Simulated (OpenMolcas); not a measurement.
# [Te2]2− ([Te2]2-): HF/cc-pVTZ-PP (core potential)

What is the vertical singlet–triplet gap of [Te2]2− ([Te2]2-) at HF/cc-pVTZ-PP (core potential)? 

Program for the calculation: OpenMolcas 26.06.

11 further runs of the same task are left out: 3 that didn't finish, 8 set aside as unsound or not needed.

### 1 The structure to begin with

[Te2]2−: 2 atoms, total charge -2, spin state singlet. The shape comes from GFN2-xTB, which is rough for such elements, and wasn't checked as a minimum.

Bond lengths: Te1–Te2 2.847 Å.

### 2 A single-point energy at HF/cc-pVTZ-PP (core potential)

The input, coord.xyz:

```xyz
2

Te     1.047470     0.356140     0.895960
Te    -1.047470    -0.356140    -0.895960
```

The input, run.inp:

```
* Te2 Hartree-Fock
&GATEWAY
BasLib=$CurrDir
Coord=coord.xyz
Basis=cc-pVTZ-PP
Group=NoSym
&SEWARD
&SCF
Charge=-2
PrOrbitals=1
```

The basis set cc-pVTZ-PP is read from a file made from the Basis Set Exchange's data (not shown).

Started as:

```bash
export MOLCAS_MEM=1860
pymolcas run.inp > run.log
```

The log of the run:

```text
--- Start Module: gateway ---
[...]
--- Stop Module: gateway /rc=_RC_ALL_IS_WELL_ ---
--- Start Module: seward ---
[...]
      Basis functions           78
--- Stop Module: seward /rc=_RC_ALL_IS_WELL_ ---
[...]
--- Start Module: scf ---
[...]
       Convergence after  13 Iterations
[...]
::    Total SCF energy                               -533.9600637818
[...]
      Total spin, S                                     0.0000000000
[...]
      Total electronic charge=   50.000000
      Total            charge=   -2.000000
[...]
      Dipole Moment (debye):
      Origin of the operator (angstrom)=    0.0000    0.0000   -0.0000
                   X=  4.4544E-13               Y=  1.3964E-13               Z=  3.0280E-13           Total=  5.5642E-13
      Center of Charge (angstrom)
[...]
--- Stop Module: scf /rc=_RC_ALL_IS_WELL_ ---
[...]
```

It took 5.4 s on 1 thread of Arm Neoverse V1, shared host; peak memory 0.44 GiB.

### 3 The triplet, same level

coord.xyz is that of step 2.

The input, run.input:

```
* Te2 Hartree-Fock

&GATEWAY
  BasLib = $CurrDir
  Coord = coord.xyz
  Basis = cc-pVTZ-PP
  Group = NoSym

&SEWARD

&SCF
  UHF
  Charge = -2
  Spin = 3
  PrOrbitals = 1
```

The basis set cc-pVTZ-PP is read from a file made from the Basis Set Exchange's data (not shown).

Started as:

```bash
export MOLCAS_MEM=1860
pymolcas run.input > run.log
```

The log of the run:

```text
--- Start Module: gateway ---
[...]
--- Stop Module: gateway /rc=_RC_ALL_IS_WELL_ ---
--- Start Module: seward ---
[...]
      Basis functions           78
--- Stop Module: seward /rc=_RC_ALL_IS_WELL_ ---
[...]
--- Start Module: scf ---
[...]
       Convergence after  20 Iterations
[...]
::    Total SCF energy                               -533.9060202888
[...]
      Total spin, S                                     1.0127028536
[...]
      Total electronic charge=   50.000000
      Total            charge=   -2.000000
[...]
      Dipole Moment (debye):
      Origin of the operator (angstrom)=    0.0000    0.0000   -0.0000
                   X=  5.8668E-13               Y=  1.6088E-13               Z= -1.8871E-13           Total=  6.3694E-13
      Center of Charge (angstrom)
[...]
--- Stop Module: scf /rc=_RC_ALL_IS_WELL_ ---
[...]
```

Wall time 6.9 s (1 thread of Arm Neoverse V1, shared host); peak memory 0.44 GiB.

### 4 Outcome

At HF/cc-pVTZ-PP (core potential):

| quantity | value |
| --- | --- |
| singlet: total energy | -533.96006 Eh |
| singlet: HOMO energy | 2.83 eV |
| singlet: LUMO energy | 10.67 eV |
| singlet: HOMO–LUMO gap (to an unbound level, set by the basis) | 7.83 eV |
| triplet: total energy | -533.90602 Eh |
| triplet: HOMO energy (highest over α and β) | 4.30 eV |
| triplet: LUMO energy (lowest over α and β) | 9.25 eV |
| triplet: ⟨S²⟩ | 2.038 |
| vertical energy of the triplet above the singlet | 1.471 eV |

**Reading.** At this shape the triplet lies 1.47 eV (142 kJ/mol) above the singlet. Its highest level lies above zero, so the electron may be held by the basis, which then sets this gap. The HOMO (singlet) lies at positive energy, 2.83 eV: the electron is unbound at this level or held by a compact basis; values depend on the basis. The HOMO (triplet) lies at positive energy, 4.30 eV: the electron is unbound at this level or held by a compact basis; values depend on the basis.
